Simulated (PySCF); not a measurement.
**C2H10B3N: electronic excitations**

What electronic excitations should C2H10B3N (`BN(BC)BC`) show?

Computed with PySCF 2.14.0, with density-fitted response routines of our own, on a single molecule in the gas phase. Atoms count from 0, in the outputs and in this text.

## (1) The molecule as given

16 atoms, charge 0, multiplicity 1; geometry from: GFN2-xTB.

Bonds of the start (Å): B0–N1 1.43, N1–B2 1.44, B2–C3 1.58, N1–B4 1.44, B4–C5 1.58, B0–H6 1.17, B0–H7 1.17, B2–H8 1.17, C3–H9 1.09, C3–H10 1.09, C3–H11 1.09, B4–H12 1.17, C5–H13 1.09, C5–H14 1.09, C5–H15 1.09.

## (2) Excited states and response: CAM-B3LYP/def2-SVPD

Job settings and geometry (Å):

```
{"job": {"kind": "uv", "xc": "CAM-B3LYP", "basis": "def2-SVPD", "nstates": 8, "ntriplets": 3}, "charge": 0, "multiplicity": 1}
B     -0.187027     1.398007     1.893648
N     -0.077521     0.545331     0.756776
B     -1.271559    -0.094826     0.271552
C     -1.241668    -1.485051    -0.474584
B      1.225879     0.380823     0.165504
C      1.424213     0.142231    -1.381509
H     -1.244173     1.712739     2.284569
H      0.780271     1.781706     2.429437
H     -2.311267     0.397891     0.504463
H     -0.252953    -1.922635    -0.573859
H     -1.870794    -2.200491     0.055567
H     -1.674894    -1.400494    -1.470820
H      2.175129     0.499987     0.845710
H      0.504665     0.144115    -1.959340
H      2.078157     0.911496    -1.792579
H      1.935944    -0.801884    -1.565946
```

With the program's defaults for keys left out, this is: TDDFT CAM-B3LYP/def2-SVPD, vertical, gas phase, core orbitals frozen in the response.

Started as:

```
$ OMP_NUM_THREADS=1 python probes_run.py task.json out
```

The driver reads the jobs from task.json and runs them one after another.

Predict these results of the whole session: lowest singlet (CAM-B3LYP/def2-SVPD); brightest single state of those computed; lowest triplet.

The runs gave:

| quantity | value |
| --- | --- |
| lowest singlet (CAM-B3LYP/def2-SVPD) | 5.93 eV (209 nm), f = 0.034 |
| brightest single state of those computed | state 4, 6.98 eV, f = 0.099 |
| lowest triplet | 5.41 eV |

**Reading.** The lowest singlet, at 5.93 eV, is HOMO→LUMO 0.87 and is weak; of the 8 states computed, the strongest absorption comes from state 4 at 6.98 eV (the last state computed is bright too, and its partners may lie past the list). The lowest triplet lies 0.52 eV below the lowest singlet (triplets in Tamm-Dancoff, singlets in full TDDFT).
